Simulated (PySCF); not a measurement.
# The bond of BiH, level by level

Aim: find the lowest electronic state of BiH, scan its bond at several levels of theory, and get bond length, wavenumber and dissociation energy from each curve.

The runs use PySCF 2.14.0; Bi def2-SVPD with ECP60, H def2-SVPD, scalar-relativistic core potentials.

### Step 1. The job

Settings of the job:

* atoms: Bi, H
* charge: 0
* basis: Bi def2-SVPD with ECP60, H def2-SVPD
* Hamiltonian: scalar-relativistic core potentials
* basis functions: 40
* electrons treated: 24
* masses in u: 208.9804, 1.0078
* levels: PBE0, PBE, r²SCAN, r²SCAN0, B2PLYP, BHandHLYP, HSE06, HF, MP2, SCS-MP2, CCSD, CCSD(T)
* grid: 80 radial by 434 angular points
* occupations: held fixed by the projection of orbital angular momentum
* dissociation limit: Bi + H, each in its ground configuration
* starting distance in angstrom: 1.780
* values of 2S to try: 0, 2, 4

Run with:

```sh
OMP_NUM_THREADS=1 python dia.py task.json out
```

After the search, every level is run at each distance in turn; below they are sorted by level.

### Step 2. Search for the lowest state

At the starting distance of 1.780 Å the search finds these solutions (others can lie among them):

| 2Ms+1 | unpaired | term | E (eV) | ⟨S²⟩ | ⟨Lz²⟩ | μ (D) |
| --- | --- | --- | --- | --- | --- | --- |
| 3 | π ↑↑ | ³Σ⁻ | 0.00 | 2.01 | 0.00 | -0.64 |
| 1 | π ↑↓ | not assigned | 0.35 | 1.00 | 2.01 | -0.63 |
| 1 | none | not assigned | 1.27 | 0.00 | 2.00 | -0.62 |
| 3 | σ ↑, π ↑ | ³Π | 3.75 | 2.01 | 1.00 | 0.58 |
| 1 | σ ↓, π ↑ | not assigned | 3.94 | 1.01 | 1.00 | 0.58 |
| 3 | σ ↑, π ↑ | ³Π | 4.48 | 2.00 | 1.00 | 0.39 |
| 1 | σ ↓, π ↑ | not assigned | 4.61 | 1.01 | 1.00 | 0.54 |
| 5 | σ ↑↑, π ↑↑ | ⁵Σ⁻ | 5.39 | 6.00 | 0.00 | 1.10 |
| 3 | σ ↑↑, π ↑↓ | not assigned | 6.14 | 3.01 | 2.01 | 1.21 |
| 1 | σ ↓↓, π ↑↑ | not assigned | 6.21 | 2.01 | 0.00 | 1.31 |

10 of 14 solutions are listed, lowest first. Solutions whose top level lies above zero are left out, so the zero of the table need not be the lowest of all.

A term symbol stands only where ⟨S²⟩ and ⟨Lz²⟩ are near those of a pure state. A positive dipole means Bi(−)H(+).

Followed over a short scan are these candidates:

| 2Ms+1 | unpaired | R at minimum (Å) | energy at minimum (eV) |
| --- | --- | --- | --- |
| 3 | π ↑↑ | 1.80 | 0.00 |
| 1 | π ↑↓ | 1.80 | 0.35 |
| 1 | none | 1.80 | 1.27 |
| 5 | σ ↑↑, π ↑↑ | not bracketed | ≤ 4.63 |

The search made 15 SCF attempts at the starting distance; with the short scans it took 9.6 s of wall time (1 thread of Arm Neoverse N1, shared host).

### Step 3. PBE0 along the bond

State followed: ³Σ⁻ (triplet), unpaired electrons π ↑↑. The scan is laid around 1.805 Å.

Output of the SCF at 1.805 Å:

```text
******** <class 'pyscf.dft.uks_symm.SymAdaptedUKS'> ********
method = SymAdaptedUKS
initial guess = minao
damping factor = 0
level_shift factor = 0
DIIS = <class 'pyscf.scf.diis.CDIIS'>
diis_start_cycle = 1
diis_space = 10
diis_damp = 0
SCF conv_tol = 1e-09
SCF conv_tol_grad = None
SCF max_cycles = 60
direct_scf = False
max_memory 909 MB (current use 254 MB)
number electrons alpha = 13  beta = 11
XC library pyscf.dft.libxc version 7.0.0
    S. Lehtola, C. Steigemann, M. J.T. Oliveira, and M. A.L. Marques.,  SoftwareX 7, 1–5 (2018)
XC functionals = PBE0
    C. Adamo and V. Barone.,  J. Chem. Phys. 110, 6158 (1999)
    M. Ernzerhof and G. E. Scuseria.,  J. Chem. Phys. 110, 5029 (1999)
small_rho_cutoff = 0
Overwritten attributes  get_occ get_k get_hcore get_jk get_j  of <class 'pyscf.dft.uks_symm.SymAdaptedUKS'>
<class 'pyscf.dft.uks_symm.SymAdaptedUKS'> does not have attributes  refdm
Set gradient conv threshold to 3.16228e-05
init E= -215.194766339285
cycle= 1 E= -215.199414413674  delta_E= -0.00465  |g|= 0.00523  |ddm|= 0.0185
cycle= 2 E= -215.199422226714  delta_E= -7.81e-06  |g|= 0.00439  |ddm|= 0.0173
cycle= 3 E= -215.199441502887  delta_E= -1.93e-05  |g|= 0.000346  |ddm|= 0.00796
cycle= 4 E= -215.199441588725  delta_E= -8.58e-08  |g|= 6.4e-05  |ddm|= 0.000825
cycle= 5 E= -215.199441596509  delta_E= -7.78e-09  |g|= 2.29e-05  |ddm|= 0.000188
cycle= 6 E= -215.199441598663  delta_E= -2.15e-09  |g|= 8.1e-06  |ddm|= 0.000117
cycle= 7 E= -215.199441598958  delta_E= -2.94e-10  |g|= 1.39e-06  |ddm|= 5.1e-05
Extra cycle  E= -215.199441598962  delta_E= -4.01e-12  |g|= 6.25e-07  |ddm|= 3.78e-06
converged SCF energy = -215.199441598962  <S^2> = 2.0064883  2S+1 = 3.0043225
```

Points of the scan, energies from the lowest:

| R (Å) | E (eV) | μ (D) | Mulliken charge of Bi (e) | Mayer bond order | ⟨S²⟩ | HOMO (eV) | LUMO (eV) |
| --- | --- | --- | --- | --- | --- | --- | --- |
| 1.5523 | 0.5350 | -0.08 | 0.00 | 0.99 | 2.00 | -6.08 | -2.63 |
| 1.6245 | 0.2441 | -0.26 | 0.01 | 0.99 | 2.00 | -6.08 | -2.63 |
| 1.6967 | 0.0782 | -0.44 | 0.02 | 0.99 | 2.01 | -6.09 | -2.64 |
| 1.7508 | 0.0175 | -0.57 | 0.03 | 0.99 | 2.01 | -6.10 | -2.64 |
| 1.8050 | 0.0000 | -0.69 | 0.05 | 0.99 | 2.01 | -6.11 | -2.65 |
| 1.8592 | 0.0175 | -0.82 | 0.06 | 0.99 | 2.01 | -6.12 | -2.66 |
| 1.9314 | 0.0835 | -0.98 | 0.07 | 0.99 | 2.01 | -6.14 | -2.67 |
| 2.0216 | 0.2166 | -1.18 | 0.09 | 0.98 | 2.01 | -6.17 | -2.70 |
| 2.1299 | 0.4254 | -1.40 | 0.10 | 0.97 | 2.02 | -6.22 | -2.72 |
| 2.2743 | 0.7479 | -1.66 | 0.11 | 0.95 | 2.04 | -6.28 | -2.75 |

The fit gives Re = 1.803 Å, ωe = 1802 cm⁻¹, ωexe = 26.4 cm⁻¹, αe = 0.124 cm⁻¹, Be = 5.170 cm⁻¹, De = 2.33 eV, μ = -0.69 D.

Orbitals nearest the gap at 1.805 Å:

| spin | orbital | ε (eV) | filled | made of |
| --- | --- | --- | --- | --- |
| α | π | -29.24 | yes | Bi d 100 % |
| β | π | -29.04 | yes | Bi d 100 % |
| β | δ | -29.00 | yes | Bi d 100 % |
| β | δ | -29.00 | yes | Bi d 100 % |
| α | σ | -16.86 | yes | Bi s 94 % |
| β | σ | -15.29 | yes | Bi s 89 %, H s 9 % |
| α | σ | -8.55 | yes | Bi p 53 %, H s 40 % |
| β | σ | -8.22 | yes | H s 47 %, Bi p 43 %, Bi s 8 % |
| α | π | -6.11 | yes | Bi p 100 % |
| α | π | -6.11 | yes | Bi p 100 % |
| β | π | -2.65 | no | Bi p 97 % |
| β | π | -2.65 | no | Bi p 97 % |
| α | σ | -0.23 | no | Bi s 44 %, Bi p 22 %, H s 19 % |
| α | σ | 0.82 | no | Bi s 54 %, Bi d 27 %, Bi p 12 % |

Polarisability there: 54.0 bohr³ along the bond, 48.3 across it.

### Step 4. Orbitals, density and potential

Orbitals, density, ELF and potential are computed afterwards from the orbital file.

Frontier orbitals at PBE0 (alpha spin), with the share of their density that lies nearest to each atom:

| orbital | energy (eV) | lies on |
| --- | --- | --- |
| HOMO-1 | -6.11 | Bi1 89 %; H2 11 % |
| HOMO | -6.11 | Bi1 89 %; H2 11 % |
| LUMO | -0.23 | Bi1 64 %; H2 36 % |

ELF in a plane through or near 2 of the atoms.

Values, 10 rows by 14 columns:
```
0.00 0.01 0.07 0.29 0.43 0.45 0.34 0.16 0.06 0.01 0.00 0.00 0.00 0.00
0.00 0.10 0.34 0.65 0.74 0.73 0.61 0.36 0.19 0.08 0.02 0.00 0.00 0.00
0.01 0.19 0.48 0.74 0.77 0.74 0.66 0.44 0.30 0.29 0.25 0.08 0.00 0.00
0.03 0.25 0.57 0.65 0.46 0.38 0.38 0.44 0.69 0.93 0.91 0.68 0.04 0.00
0.03 0.28 0.58 0.44 0.56 0.66 0.66 0.36 0.96 1.00 1.00 0.96 0.23 0.00
0.03 0.28 0.58 0.42 0.68 0.03 0.75 0.34 0.98 1.00 1.00 0.97 0.29 0.00
0.03 0.27 0.58 0.52 0.40 0.58 0.42 0.40 0.88 0.99 0.99 0.89 0.12 0.00
0.02 0.23 0.54 0.73 0.67 0.57 0.56 0.45 0.44 0.64 0.62 0.33 0.01 0.00
0.01 0.16 0.44 0.73 0.78 0.75 0.66 0.42 0.26 0.19 0.13 0.03 0.00 0.00
0.00 0.04 0.20 0.50 0.62 0.62 0.50 0.27 0.12 0.03 0.00 0.00 0.00 0.00
```
The map spans 7.0 Å across and 5.2 Å up, centred on the molecule. Atoms in the plane (x, y in Å): Bi1 (-0.9, 0.0), H2 (0.9, 0.0).

On the surface of density 0.002 e/bohr³ the electrostatic potential runs, from the 1st to the 99th percentile, from -0.18 to 0.87 V.

The spin density lies nearest to Bi1 87 %; H2 13 %.

Core electrons inside the core potentials are missing from the density.

### Step 5. Higher solutions at PBE0

State 2: Ms = 0 determinant of mixed spin (⟨S²⟩ = 1.00), unpaired electrons π ↑↓, an excited solution.

Output of the SCF at 1.805 Å:

```text
******** <class 'pyscf.dft.uks_symm.SymAdaptedUKS'> ********
method = SymAdaptedUKS
initial guess = minao
damping factor = 0
level_shift factor = 0
DIIS = <class 'pyscf.scf.diis.CDIIS'>
diis_start_cycle = 1
diis_space = 10
diis_damp = 0
SCF conv_tol = 1e-09
SCF conv_tol_grad = None
SCF max_cycles = 60
direct_scf = False
max_memory 909 MB (current use 268 MB)
number electrons alpha = 12  beta = 12
XC library pyscf.dft.libxc version 7.0.0
    S. Lehtola, C. Steigemann, M. J.T. Oliveira, and M. A.L. Marques.,  SoftwareX 7, 1–5 (2018)
XC functionals = PBE0
    C. Adamo and V. Barone.,  J. Chem. Phys. 110, 6158 (1999)
    M. Ernzerhof and G. E. Scuseria.,  J. Chem. Phys. 110, 5029 (1999)
small_rho_cutoff = 0
Set gradient conv threshold to 3.16228e-05
init E= -215.181892272494
cycle= 1 E= -215.186621325867  delta_E= -0.00473  |g|= 0.00528  |ddm|= 0.0185
cycle= 2 E= -215.186628710949  delta_E= -7.39e-06  |g|= 0.00448  |ddm|= 0.0175
cycle= 3 E= -215.186648786404  delta_E= -2.01e-05  |g|= 0.000358  |ddm|= 0.00802
cycle= 4 E= -215.186648869702  delta_E= -8.33e-08  |g|= 4.33e-05  |ddm|= 0.000821
cycle= 5 E= -215.186648870963  delta_E= -1.26e-09  |g|= 5.9e-06  |ddm|= 7e-05
cycle= 6 E= -215.186648871052  delta_E= -8.88e-11  |g|= 8.31e-07  |ddm|= 2.33e-05
Extra cycle  E= -215.186648871053  delta_E= -1.31e-12  |g|= 3.58e-07  |ddm|= 2.15e-06
converged SCF energy = -215.186648871053  <S^2> = 1.0043109  2S+1 = 2.2399205
```

Re = 1.801 Å, ωe = 1813 cm⁻¹; the determinant mixes terms (⟨S²⟩ = 1.00, ⟨Lz²⟩ = 2.01), so these belong to no real state. Its minimum lies 0.35 eV above that of the lowest state.

State 3: singlet, one real π or δ orbital doubly filled (a mixture of terms), an excited solution.

Log of the SCF at 1.805 Å:

```text
******** <class 'pyscf.dft.uks_symm.SymAdaptedUKS'> ********
method = SymAdaptedUKS
initial guess = minao
damping factor = 0
level_shift factor = 0
DIIS = <class 'pyscf.scf.diis.CDIIS'>
diis_start_cycle = 1
diis_space = 10
diis_damp = 0
SCF conv_tol = 1e-09
SCF conv_tol_grad = None
SCF max_cycles = 60
direct_scf = False
max_memory 909 MB (current use 268 MB)
number electrons alpha = 12  beta = 12
XC library pyscf.dft.libxc version 7.0.0
    S. Lehtola, C. Steigemann, M. J.T. Oliveira, and M. A.L. Marques.,  SoftwareX 7, 1–5 (2018)
XC functionals = PBE0
    C. Adamo and V. Barone.,  J. Chem. Phys. 110, 6158 (1999)
    M. Ernzerhof and G. E. Scuseria.,  J. Chem. Phys. 110, 5029 (1999)
small_rho_cutoff = 0
Set gradient conv threshold to 3.16228e-05
init E= -215.147901614822
cycle= 1 E= -215.152803861061  delta_E= -0.0049  |g|= 0.00537  |ddm|= 0.0187
cycle= 2 E= -215.152810789871  delta_E= -6.93e-06  |g|= 0.00463  |ddm|= 0.0178
cycle= 3 E= -215.152832282684  delta_E= -2.15e-05  |g|= 0.000383  |ddm|= 0.00822
cycle= 4 E= -215.152832381035  delta_E= -9.84e-08  |g|= 4.42e-05  |ddm|= 0.000888
cycle= 5 E= -215.15283238202  delta_E= -9.85e-10  |g|= 4.86e-06  |ddm|= 6.47e-05
Extra cycle  E= -215.152832382069  delta_E= -4.89e-11  |g|= 3.13e-06  |ddm|= 2.11e-05
converged SCF energy = -215.152832382069  <S^2> = -7.1054274e-15  2S+1 = 1
```

Re = 1.800 Å, ωe = 1820 cm⁻¹; the determinant mixes terms (⟨S²⟩ = 0.00, ⟨Lz²⟩ = 2.00), so these belong to no real state. Its minimum lies 1.27 eV above that of the lowest state.

State 4: ⁵Σ⁻ (quintet), unpaired electrons σ ↑↑, π ↑↑, an excited solution.

Output of the SCF at 1.805 Å:

```text
******** <class 'pyscf.dft.uks_symm.SymAdaptedUKS'> ********
method = SymAdaptedUKS
initial guess = minao
damping factor = 0
level_shift factor = 0
DIIS = <class 'pyscf.scf.diis.CDIIS'>
diis_start_cycle = 1
diis_space = 10
diis_damp = 0
SCF conv_tol = 1e-09
SCF conv_tol_grad = None
SCF max_cycles = 60
direct_scf = False
max_memory 909 MB (current use 268 MB)
number electrons alpha = 14  beta = 10
XC library pyscf.dft.libxc version 7.0.0
    S. Lehtola, C. Steigemann, M. J.T. Oliveira, and M. A.L. Marques.,  SoftwareX 7, 1–5 (2018)
XC functionals = PBE0
    C. Adamo and V. Barone.,  J. Chem. Phys. 110, 6158 (1999)
    M. Ernzerhof and G. E. Scuseria.,  J. Chem. Phys. 110, 5029 (1999)
small_rho_cutoff = 0
Set gradient conv threshold to 3.16228e-05
init E= -215.004635955565
cycle= 1 E= -215.006807066708  delta_E= -0.00217  |g|= 0.00252  |ddm|= 0.0604
cycle= 2 E= -215.006813903649  delta_E= -6.84e-06  |g|= 0.0016  |ddm|= 0.0211
cycle= 3 E= -215.006816578407  delta_E= -2.67e-06  |g|= 0.000307  |ddm|= 0.00393
cycle= 4 E= -215.006816793459  delta_E= -2.15e-07  |g|= 7.34e-05  |ddm|= 0.00343
cycle= 5 E= -215.006816802695  delta_E= -9.24e-09  |g|= 2.9e-05  |ddm|= 0.000664
cycle= 6 E= -215.006816803548  delta_E= -8.53e-10  |g|= 3.46e-06  |ddm|= 0.000157
Extra cycle  E= -215.006816803579  delta_E= -3.11e-11  |g|= 1.28e-06  |ddm|= 2.37e-05
converged SCF energy = -215.006816803579  <S^2> = 6.0024476  2S+1 = 5.0009789
```

No constants are quoted: no minimum is bracketed among the points kept.

Energy (eV) from the lowest point of the lowest state:

| R (Å) | lowest | state 2 | state 3 | state 4 |
| --- | --- | --- | --- | --- |
| 1.552 | 0.535 | 0.880 | 1.799 | 7.144 |
| 1.625 | 0.244 | 0.590 | 1.508 | 6.495 |
| 1.697 | 0.078 | 0.425 | 1.343 | 5.939 |
| 1.751 | 0.017 | 0.365 | 1.284 | 5.572 |
| 1.805 | 0.000 | 0.348 | 1.268 | 5.242 |
| 1.859 | 0.018 | 0.367 | 1.288 | 4.943 |
| 1.931 | 0.084 | 0.435 | 1.357 | 4.590 |
| 2.022 | 0.217 | 0.571 | 1.495 | 4.211 |
| 2.130 | 0.425 | 0.786 | 1.712 | 3.834 |
| 2.274 | 0.748 | 1.120 | 2.049 | 3.438 |

### Step 6. PBE

Log of the SCF at 1.805 Å:

```text
******** <class 'pyscf.dft.uks_symm.SymAdaptedUKS'> ********
method = SymAdaptedUKS
initial guess = minao
damping factor = 0
level_shift factor = 0
DIIS = <class 'pyscf.scf.diis.CDIIS'>
diis_start_cycle = 1
diis_space = 10
diis_damp = 0
SCF conv_tol = 1e-09
SCF conv_tol_grad = None
SCF max_cycles = 60
direct_scf = False
max_memory 909 MB (current use 268 MB)
number electrons alpha = 13  beta = 11
XC library pyscf.dft.libxc version 7.0.0
    S. Lehtola, C. Steigemann, M. J.T. Oliveira, and M. A.L. Marques.,  SoftwareX 7, 1–5 (2018)
XC functionals = PBE
    J. P. Perdew, K. Burke, and M. Ernzerhof.,  Phys. Rev. Lett. 77, 3865 (1996)
    J. P. Perdew, K. Burke, and M. Ernzerhof.,  Phys. Rev. Lett. 78, 1396 (1997)
    J. P. Perdew, K. Burke, and M. Ernzerhof.,  Phys. Rev. Lett. 77, 3865 (1996)
    J. P. Perdew, K. Burke, and M. Ernzerhof.,  Phys. Rev. Lett. 78, 1396 (1997)
small_rho_cutoff = 0
Set gradient conv threshold to 3.16228e-05
init E= -215.218770181872
cycle= 1 E= -215.219536403107  delta_E= -0.000766  |g|= 0.00601  |ddm|= 0.147
cycle= 2 E= -215.219533024243  delta_E= 3.38e-06  |g|= 0.00544  |ddm|= 0.0224
cycle= 3 E= -215.219552177269  delta_E= -1.92e-05  |g|= 0.00118  |ddm|= 0.0116
cycle= 4 E= -215.219553732652  delta_E= -1.56e-06  |g|= 0.00015  |ddm|= 0.00234
cycle= 5 E= -215.219553754304  delta_E= -2.17e-08  |g|= 4.01e-05  |ddm|= 0.000389
cycle= 6 E= -215.219553756672  delta_E= -2.37e-09  |g|= 6.38e-06  |ddm|= 0.00012
cycle= 7 E= -215.219553756778  delta_E= -1.07e-10  |g|= 1.25e-06  |ddm|= 2.82e-05
Extra cycle  E= -215.219553756779  delta_E= -8.81e-13  |g|= 9.77e-07  |ddm|= 5.63e-06
converged SCF energy = -215.219553756779  <S^2> = 2.0046217  2S+1 = 3.0030796
```

Re = 1.823 Å, ωe = 1731 cm⁻¹, ωexe = 26.6 cm⁻¹, αe = 0.126 cm⁻¹, Be = 5.058 cm⁻¹, De = 2.43 eV, μ = -0.75 D.

### Step 7. r²SCAN (meta-GGA)

Output of the SCF at 1.805 Å:

```text
******** <class 'pyscf.dft.uks_symm.SymAdaptedUKS'> ********
method = SymAdaptedUKS
initial guess = minao
damping factor = 0
level_shift factor = 0
DIIS = <class 'pyscf.scf.diis.CDIIS'>
diis_start_cycle = 1
diis_space = 10
diis_damp = 0
SCF conv_tol = 1e-09
SCF conv_tol_grad = None
SCF max_cycles = 60
direct_scf = False
max_memory 909 MB (current use 269 MB)
number electrons alpha = 13  beta = 11
XC library pyscf.dft.libxc version 7.0.0
    S. Lehtola, C. Steigemann, M. J.T. Oliveira, and M. A.L. Marques.,  SoftwareX 7, 1–5 (2018)
XC functionals = R2SCAN
    J. W. Furness, A. D. Kaplan, J. Ning, J. P. Perdew, and J. Sun.,  J. Phys. Chem. Lett. 11, 8208-8215 (2020)
    J. W. Furness, A. D. Kaplan, J. Ning, J. P. Perdew, and J. Sun.,  J. Phys. Chem. Lett. 11, 9248-9248 (2020)
    J. W. Furness, A. D. Kaplan, J. Ning, J. P. Perdew, and J. Sun.,  J. Phys. Chem. Lett. 11, 8208-8215 (2020)
    J. W. Furness, A. D. Kaplan, J. Ning, J. P. Perdew, and J. Sun.,  J. Phys. Chem. Lett. 11, 9248-9248 (2020)
small_rho_cutoff = 0
Set gradient conv threshold to 3.16228e-05
init E= -215.299780145422
cycle= 1 E= -215.300144137353  delta_E= -0.000364  |g|= 0.00279  |ddm|= 0.101
cycle= 2 E= -215.300149300204  delta_E= -5.16e-06  |g|= 0.00142  |ddm|= 0.0122
cycle= 3 E= -215.300150372002  delta_E= -1.07e-06  |g|= 0.000344  |ddm|= 0.00334
cycle= 4 E= -215.300150565523  delta_E= -1.94e-07  |g|= 0.000128  |ddm|= 0.00148
cycle= 5 E= -215.300150593797  delta_E= -2.83e-08  |g|= 9.42e-05  |ddm|= 0.000525
cycle= 6 E= -215.300150607442  delta_E= -1.36e-08  |g|= 1.6e-05  |ddm|= 0.000256
cycle= 7 E= -215.300150608106  delta_E= -6.64e-10  |g|= 1.27e-06  |ddm|= 7.46e-05
Extra cycle  E= -215.30015060811  delta_E= -3.61e-12  |g|= 7.41e-07  |ddm|= 6.69e-06
converged SCF energy = -215.30015060811  <S^2> = 2.0099215  2S+1 = 3.006607
```

Re = 1.807 Å, ωe = 1785 cm⁻¹, ωexe = 27.4 cm⁻¹, αe = 0.127 cm⁻¹, Be = 5.148 cm⁻¹, De = 2.37 eV, μ = -0.69 D.

### Step 8. r²SCAN0

Log of the SCF at 1.805 Å:

```text
******** <class 'pyscf.dft.uks_symm.SymAdaptedUKS'> ********
method = SymAdaptedUKS
initial guess = minao
damping factor = 0
level_shift factor = 0
DIIS = <class 'pyscf.scf.diis.CDIIS'>
diis_start_cycle = 1
diis_space = 10
diis_damp = 0
SCF conv_tol = 1e-09
SCF conv_tol_grad = None
SCF max_cycles = 60
direct_scf = False
max_memory 909 MB (current use 276 MB)
number electrons alpha = 13  beta = 11
XC library pyscf.dft.libxc version 7.0.0
    S. Lehtola, C. Steigemann, M. J.T. Oliveira, and M. A.L. Marques.,  SoftwareX 7, 1–5 (2018)
XC functionals = HYB_MGGA_XC_R2SCAN0
    M. Bursch, H. Neugebauer, S. Ehlert, and S. Grimme.,  J. Chem. Phys. 156, 134105 (2022)
small_rho_cutoff = 0
Set gradient conv threshold to 3.16228e-05
init E= -215.245424973021
cycle= 1 E= -215.245720995565  delta_E= -0.000296  |g|= 0.00313  |ddm|= 0.0678
cycle= 2 E= -215.245731769498  delta_E= -1.08e-05  |g|= 0.00167  |ddm|= 0.0121
cycle= 3 E= -215.245734527679  delta_E= -2.76e-06  |g|= 0.00071  |ddm|= 0.00429
cycle= 4 E= -215.24573536842  delta_E= -8.41e-07  |g|= 0.000197  |ddm|= 0.00237
cycle= 5 E= -215.245735537639  delta_E= -1.69e-07  |g|= 5.84e-05  |ddm|= 0.00116
cycle= 6 E= -215.245735554818  delta_E= -1.72e-08  |g|= 1.31e-05  |ddm|= 0.000385
cycle= 7 E= -215.245735555503  delta_E= -6.86e-10  |g|= 3.57e-06  |ddm|= 8.68e-05
Extra cycle  E= -215.245735555517  delta_E= -1.35e-11  |g|= 1.96e-06  |ddm|= 1.1e-05
converged SCF energy = -215.245735555517  <S^2> = 2.010685  2S+1 = 3.0071149
```

Re = 1.794 Å, ωe = 1830 cm⁻¹, ωexe = 27.5 cm⁻¹, αe = 0.125 cm⁻¹, Be = 5.220 cm⁻¹, De = 2.31 eV, μ = -0.65 D.

### Step 9. B2PLYP (double hybrid)

Output of the SCF at 1.805 Å:

```text
******** <class 'pyscf.dft.uks_symm.SymAdaptedUKS'> ********
method = SymAdaptedUKS
initial guess = minao
damping factor = 0
level_shift factor = 0
DIIS = <class 'pyscf.scf.diis.CDIIS'>
diis_start_cycle = 1
diis_space = 10
diis_damp = 0
SCF conv_tol = 1e-09
SCF conv_tol_grad = None
SCF max_cycles = 60
direct_scf = False
max_memory 909 MB (current use 276 MB)
number electrons alpha = 13  beta = 11
XC library pyscf.dft.libxc version 7.0.0
    S. Lehtola, C. Steigemann, M. J.T. Oliveira, and M. A.L. Marques.,  SoftwareX 7, 1–5 (2018)
XC functionals = 0.53*HF + 0.47*B88, 0.73*LYP
    A. D. Becke.,  Phys. Rev. A 38, 3098 (1988)
    C. Lee, W. Yang, and R. G. Parr.,  Phys. Rev. B 37, 785 (1988)
    B. Miehlich, A. Savin, H. Stoll, and H. Preuss.,  Chem. Phys. Lett. 157, 200 (1989)
small_rho_cutoff = 0
Set gradient conv threshold to 3.16228e-05
init E= -214.842121352839
cycle= 1 E= -214.843086008466  delta_E= -0.000965  |g|= 0.00567  |ddm|= 0.13
cycle= 2 E= -214.843109748907  delta_E= -2.37e-05  |g|= 0.00198  |ddm|= 0.0122
cycle= 3 E= -214.843111966225  delta_E= -2.22e-06  |g|= 0.00064  |ddm|= 0.00601
cycle= 4 E= -214.843112271491  delta_E= -3.05e-07  |g|= 7.98e-05  |ddm|= 0.00112
cycle= 5 E= -214.843112285492  delta_E= -1.4e-08  |g|= 3.68e-05  |ddm|= 0.000258
cycle= 6 E= -214.843112288834  delta_E= -3.34e-09  |g|= 1.87e-05  |ddm|= 0.000106
cycle= 7 E= -214.843112290431  delta_E= -1.6e-09  |g|= 8.06e-06  |ddm|= 9.49e-05
cycle= 8 E= -214.843112290749  delta_E= -3.18e-10  |g|= 6.88e-07  |ddm|= 6.37e-05
Extra cycle  E= -214.84311229075  delta_E= -7.11e-13  |g|= 3.06e-07  |ddm|= 2.31e-06
converged SCF energy = -214.84311229075  <S^2> = 2.0075158  2S+1 = 3.0050063
```

Re = 1.802 Å, ωe = 1796 cm⁻¹, ωexe = 26.3 cm⁻¹, αe = 0.126 cm⁻¹, Be = 5.175 cm⁻¹, De = 2.34 eV, μ = -0.72 D. 7.1 s of CPU time for 12 points, integrals apart.

### Step 10. BHandHLYP (global hybrid GGA)

Log of the SCF at 1.805 Å:

```text
******** <class 'pyscf.dft.uks_symm.SymAdaptedUKS'> ********
method = SymAdaptedUKS
initial guess = minao
damping factor = 0
level_shift factor = 0
DIIS = <class 'pyscf.scf.diis.CDIIS'>
diis_start_cycle = 1
diis_space = 10
diis_damp = 0
SCF conv_tol = 1e-09
SCF conv_tol_grad = None
SCF max_cycles = 60
direct_scf = False
max_memory 909 MB (current use 277 MB)
number electrons alpha = 13  beta = 11
XC library pyscf.dft.libxc version 7.0.0
    S. Lehtola, C. Steigemann, M. J.T. Oliveira, and M. A.L. Marques.,  SoftwareX 7, 1–5 (2018)
XC functionals = BHANDHLYP
    A. D. Becke.,  J. Chem. Phys. 98, 1372 (1993)
    Defined through Gaussian implementation.
small_rho_cutoff = 0
Set gradient conv threshold to 3.16228e-05
init E= -215.082910730542
cycle= 1 E= -215.083628162202  delta_E= -0.000717  |g|= 0.00446  |ddm|= 0.11
cycle= 2 E= -215.083645260107  delta_E= -1.71e-05  |g|= 0.00098  |ddm|= 0.0147
cycle= 3 E= -215.083647275478  delta_E= -2.02e-06  |g|= 0.00056  |ddm|= 0.00386
cycle= 4 E= -215.08364783513  delta_E= -5.6e-07  |g|= 0.000301  |ddm|= 0.00125
cycle= 5 E= -215.083648246276  delta_E= -4.11e-07  |g|= 9.83e-05  |ddm|= 0.00168
cycle= 6 E= -215.083648291035  delta_E= -4.48e-08  |g|= 1.47e-05  |ddm|= 0.000702
cycle= 7 E= -215.083648291457  delta_E= -4.22e-10  |g|= 4.15e-06  |ddm|= 6.9e-05
Extra cycle  E= -215.08364829147  delta_E= -1.26e-11  |g|= 1.82e-06  |ddm|= 1.06e-05
converged SCF energy = -215.08364829147  <S^2> = 2.0053955  2S+1 = 3.0035949
```

Re = 1.793 Å, ωe = 1840 cm⁻¹, ωexe = 26.3 cm⁻¹, αe = 0.123 cm⁻¹, Be = 5.225 cm⁻¹, De = 2.37 eV, μ = -0.70 D. 6.2 s of CPU time for 12 points, integrals apart.

(Part 1 of 2 ends here.)
